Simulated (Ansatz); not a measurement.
# doublet [Si2H3F3]+ at 6 levels

Aim: a comparison of 6 runs (UHF/STO-3G, UHF/cc-pVDZ, U-revPBE/cc-pVDZ, U-wB97X/cc-pVDZ, RPA@PBE/cc-pVDZ, UMP2/cc-pVDZ) of doublet [Si2H3F3]+. 

The results are computed with Ansatz 0.2.0.

48 further runs of the same task are left out: 4 that didn't finish, 44 set aside as unsound or not needed.

### Step 1. The molecule

The species is [Si2H3F3]+ (8 atoms), meant as a doublet with charge +1. As SMILES of the parent species, `F[Si](F)(F)[SiH3]`. Geometry: relaxed at PBE0-D4/def2-TZVP. That shape belongs to the parent species and isn't relaxed for this state.

Bond lengths: F1–Si2 1.582 Å, Si2–F3 1.582 Å, Si2–F4 1.582 Å, Si2–Si5 2.328 Å, Si5–H6 1.484 Å, Si5–H7 1.484 Å, Si5–H8 1.484 Å. Some angles: F1–Si2–F3 107.0°, F1–Si2–F4 107.0°, F1–Si2–Si5 111.9°, F3–Si2–F4 107.0°, F3–Si2–Si5 111.9°, F4–Si2–Si5 111.9°, Si2–Si5–H6 108.7°, Si2–Si5–H7 108.7°, Si2–Si5–H8 108.7°, H6–Si5–H7 110.2°.

### Step 2. A single-point energy at UHF/STO-3G (run 1)

input.yaml

```yaml
crystal:
  periodic: [false, false, false]
  atoms:
    - {symbol: F, position_ang: [1.310500, -1.060500, 1.504800]}
    - {symbol: Si, position_ang: [0.534400, -0.990500, 0.128500]}
    - {symbol: F, position_ang: [-0.479300, -2.204500, 0.107900]}
    - {symbol: F, position_ang: [1.595600, -1.255900, -1.013900]}
    - {symbol: Si, position_ang: [-0.550700, 1.050400, -0.152600]}
    - {symbol: H, position_ang: [-1.525600, 1.227900, 0.951900]}
    - {symbol: H, position_ang: [0.460600, 2.135800, -0.122800]}
    - {symbol: H, position_ang: [-1.253300, 1.040400, -1.459500]}
basis:
  gaussian:
    orbitals: STO-3G
total_charge: 1
magnetization:
  spin_polarized: true
  initial_magnetization: 1
hamiltonian:
  xc: hf
accuracy: high
output: {orbitals: {seedname: orbitals}}
```

Launch:

```sh
$ ansatz run input.yaml --threads 1 --pin off --max-ram 3480MiB --events-out events.jsonl --progress --plain --runs-dir runs
```

Standard output:

```text
Warning: RAYON_NUM_THREADS=1 ignored (pool sized by the plan → 1); use --threads N
Functional definition: HF
  name "HF"
  exchange = exact_x
  correlation = 0
753 factors; integrals over basis functions are off by at most 2.6e-8 eV
mean field evaluation 1: about -23581.2805 eV, gradient 2.6e1 eV
mean field evaluation 2: about -23581.3367 eV, gradient 2.6e1 eV
mean field evaluation 4: about -23587.8725 eV, gradient 1.9e0 eV
mean field evaluation 8: about -23587.9619 eV, gradient 8.0e-4 eV
mean field evaluation 16: about -23586.3787 eV, gradient 8.8e0 eV
mean field evaluation 32: about -23584.3057 eV, gradient 9.1e0 eV
mean field evaluation 64: about -23587.5110 eV, gradient 1.8e0 eV
mean field -23587.95734032 eV, -866.8414437648 hartree, gradient 3.0e-8 eV, S^2 0.778376; 0 other end points of the search recorded, 0 dependent functions left out
reference -23587.95734032 eV, -866.8414437648 hartree; 29, 28 occupied and 7, 8 virtual orbitals, 753 factors
Total energy: -23587.95734032 eV, -866.8414437648 hartree
```

Run time: 0.86 s. Hardware: 1 thread of Arm Neoverse V2, shared host; peak memory 0.11 GiB.

### Step 3. The energy at UHF/cc-pVDZ (run 2)

job.yaml

```yaml
basis:
  gaussian: {orbitals: cc-pVDZ}
crystal:
  periodic: [false, false, false]
  atoms:
    - {symbol: F, position_ang: [1.310500, -1.060500, 1.504800]}
    - {symbol: Si, position_ang: [0.534400, -0.990500, 0.128500]}
    - {symbol: F, position_ang: [-0.479300, -2.204500, 0.107900]}
    - {symbol: F, position_ang: [1.595600, -1.255900, -1.013900]}
    - {symbol: Si, position_ang: [-0.550700, 1.050400, -0.152600]}
    - {symbol: H, position_ang: [-1.525600, 1.227900, 0.951900]}
    - {symbol: H, position_ang: [0.460600, 2.135800, -0.122800]}
    - {symbol: H, position_ang: [-1.253300, 1.040400, -1.459500]}
total_charge: 1
magnetization: {spin_polarized: true, initial_magnetization: 1}
hamiltonian: {xc: hf}
accuracy: high
output: {orbitals: {seedname: orbitals}}
```

Launch:

```sh
$ ansatz run job.yaml --threads 1 --pin off --max-ram 3480MiB --events-out events.jsonl --progress --plain --runs-dir runs
```

Standard output:

```text
Warning: RAYON_NUM_THREADS=1 ignored (pool sized by the plan → 1); use --threads N
[... 4 set-up lines as earlier in the session ...]
2061 factors; integrals over basis functions are off by at most 4.6e-9 eV
mean field evaluation 1: about -23876.0357 eV, gradient 4.3e1 eV
mean field evaluation 2: about -23876.1056 eV, gradient 4.3e1 eV
mean field evaluation 4: about -23883.0240 eV, gradient 2.4e0 eV
mean field evaluation 8: about -23883.1186 eV, gradient 1.9e-1 eV
mean field evaluation 16: about -23883.1194 eV, gradient 1.4e-8 eV
mean field evaluation 32: about -23879.1140 eV, gradient 3.0e1 eV
mean field -23883.11943170 eV, -877.6884505551 hartree, gradient 3.9e-8 eV, S^2 0.757719; 0 other end points of the search recorded, 0 dependent functions left out
reference -23883.11943170 eV, -877.6884505551 hartree; 29, 28 occupied and 64, 65 virtual orbitals, 2061 factors
Total energy: -23883.11943170 eV, -877.6884505551 hartree
```

Run time: 6.9 s. Hardware: 1 thread of Arm Neoverse V2, shared host; peak memory 0.47 GiB.

Runs 3 to 4 aren't shown in full; the table further down has their settings and results.

### Step 4. A single-point energy at RPA@PBE/cc-pVDZ (run 5)

Changes to input.yaml since step 2:

```diff
@@ -1 +1,4 @@
+basis:
+  gaussian:
+    orbitals: cc-pVDZ
 crystal:
@@ -11,5 +14,2 @@
     - {symbol: H, position_ang: [-1.253300, 1.040400, -1.459500]}
-basis:
-  gaussian:
-    orbitals: STO-3G
 total_charge: 1
@@ -19,4 +19,6 @@
 hamiltonian:
-  xc: hf
+  xc: pbe
+correlation:
+  method: rpa
+  frozen_orbitals: {F: 1, H: 0, Si: 5}
 accuracy: high
-output: {orbitals: {seedname: orbitals}}
```

Launch:

```sh
$ ansatz run input.yaml --threads 1 --pin off --max-ram 3480MiB --events-out events.jsonl --progress --plain --runs-dir runs
```

Standard output (excerpt; [...] marks lines left out):

```text
Warning: RAYON_NUM_THREADS=1 ignored (pool sized by the plan → 1); use --threads N
Functional definition: PBE
  name "PBE"
[...]
2061 factors; integrals over basis functions are off by at most 4.6e-9 eV
[...]
mean field -23931.93684238 eV, -879.4824573079 hartree, gradient 4.3e-8 eV, S^2 0.751377; 6 other end points of the search recorded, 0 dependent functions left out
13 core orbitals not correlated: weight in the atoms' cores, before any rotation towards them, 1.000 or more for the frozen orbitals, at most 0.000 for the correlated occupied ones
reference -23881.10472480 eV, -877.6144114422 hartree; 16, 15 occupied and 64, 65 virtual orbitals, 2061 factors
Total energy: -23913.10792579 eV, -878.7905073861 hartree
```

It took 26 s on 1 thread of Arm Neoverse V2, shared host; peak memory 0.46 GiB.

### Step 5. A single-point energy at UMP2/cc-pVDZ (run 6)

Changes to input.yaml since step 4:

```diff
@@ -1,4 +1 @@
-basis:
-  gaussian:
-    orbitals: cc-pVDZ
 crystal:
@@ -14,11 +11,7 @@
     - {symbol: H, position_ang: [-1.253300, 1.040400, -1.459500]}
+basis:
+  gaussian: {orbitals: cc-pVDZ}
 total_charge: 1
-magnetization:
-  spin_polarized: true
-  initial_magnetization: 1
-hamiltonian:
-  xc: pbe
-correlation:
-  method: rpa
-  frozen_orbitals: {F: 1, H: 0, Si: 5}
+magnetization: {spin_polarized: true, initial_magnetization: 1}
+correlation: {method: mp2, frozen_orbitals: {F: 1, H: 0, Si: 5}}
 accuracy: high
```

Launch:

```sh
$ ansatz run input.yaml --threads 1 --pin off --max-ram 3480MiB --events-out events.jsonl --progress --plain --runs-dir runs
```

Standard output (excerpt; [...] marks lines left out):

```text
Warning: RAYON_NUM_THREADS=1 ignored (pool sized by the plan → 1); use --threads N
[... 2 set-up lines as earlier in the session ...]
[...]
2061 factors; integrals over basis functions are off by at most 4.6e-9 eV
[...]
mean field -23883.11943170 eV, -877.6884505551 hartree, gradient 3.9e-8 eV, S^2 0.757719; 2 other end points of the search recorded, 0 dependent functions left out
13 core orbitals not correlated: weight in the atoms' cores, before any rotation towards them, 1.000 or more for the frozen orbitals, at most 0.000 for the correlated occupied ones
reference -23883.11943170 eV, -877.6884505551 hartree; 16, 15 occupied and 64, 65 virtual orbitals, 2061 factors
second order -20.27866726 eV of doubles, -0.00000000 eV of singles
Total energy: -23903.39809896 eV, -878.4336778317 hartree
```

It took 7.8 s on 1 thread of Arm Neoverse V2, shared host; peak memory 0.5 GiB.

### Step 6. All runs side by side

| run | level | frozen core orbitals | energy (Eh) | HOMO energy (eV) | LUMO energy (eV) | ⟨S²⟩ | wall time |
| --- | --- | --- | --- | --- | --- | --- | --- |
| 1 | UHF/STO-3G | – | -866.841444 | -16.99 | -7.57 | 0.778 | 0.86 s |
| 2 | UHF/cc-pVDZ | – | -877.688451 | -20.06 | -10.39 | 0.758 | 6.9 s |
| 3 | U-revPBE/cc-pVDZ | – | -879.842401 | -15.09 | -14.26 | 0.752 | 16 s |
| 4 | U-wB97X/cc-pVDZ | – | -879.980896 | -19.07 | -11.77 | 0.753 | 73 s |
| 5 | RPA@PBE/cc-pVDZ | 13 | -878.790507 | – | – | 0.751 | 26 s |
| 6 | UMP2/cc-pVDZ | 13 | -878.433678 | – | – | 0.758 | 7.8 s |

### Step 7. Results

| quantity | value |
| --- | --- |
| run 6: total energy | -878.43368 Eh |
| run 6: correlation energy (13 core orbitals frozen) | -745.2 mEh |
| run 6: ⟨S²⟩ of the reference determinant | 0.758 |

Totals of different functionals can't be ranked against each other. In run 1 the basis is minimal, so the values are rough. All runs together took 2.2 min, the longest 73 s.
